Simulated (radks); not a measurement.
# As⁴⁺ in [Ar] 3d10 4s1: an all-electron calculation

The task here is to estimate one member of a computed series from the others.

The numbers are computed with radks (a radial shooting solver on a logarithmic mesh, Libxc functionals) version 1 (scalar-relativistic Kohn-Sham, exchange-only B88, spin-unpolarised, spherical densities, finite nucleus), except any that are marked as measured or tabulated.

## The system

```
element            : arsenic (Z = 33)
charge             : +4
electrons          : 29
configuration      : [Ar] 3d10 4s1
nuclear rms radius : 4.0968 fm
```

The outer shells:

As⁴⁺
```
[Ar] core
3d [↑↓][↑↓][↑↓][↑↓][↑↓]
4s [↑ ]
```

Set-up of the first run:

The run's settings:

```text
Z 33
configuration [Ar] 3d10 4s1 4p0 5s0
relativity scalar-relativistic
functional b88,
spin unpolarised
nucleus finite rms 4.0968 fm
c 137.035999084
```

One table of the session follows, with a row left open; its other results are not shown here.

It belongs to the step «Orbitals and density». Sizes of the orbitals, from the radial functions (bohr):

| level | <r> | outermost maximum (interpolated) | 90 % within | nodes |
| --- | --- | --- | --- | --- |
| 1s | 0.04550 | 0.0297 | 0.0813 | 0 |
| 2s | 0.2028 | 0.170 | 0.314 | 1 |
| 2p | 0.1772 | 0.136 | 0.289 | 0 |
| 3s | 0.5979 | 0.521 | 0.893 | 2 |
| 3p | ? | ? | ? | ? |
| 3d | 0.6678 | 0.476 | 1.11 | 0 |
| 4s | 1.680 | 1.50 | 2.44 | 3 |
| 4p | 1.906 | 1.68 | 2.79 | 2 |

Q: Estimate the row for 3p from the others.

As computed: <r>: 0.6161; outermost maximum (interpolated): 0.521; 90 % within: 0.945; nodes: 1. In the column «<r>» it lies between 3s (0.5979) and 3d (0.6678).

Limits of these values: Spin polarisation and multiplet splitting are left out.
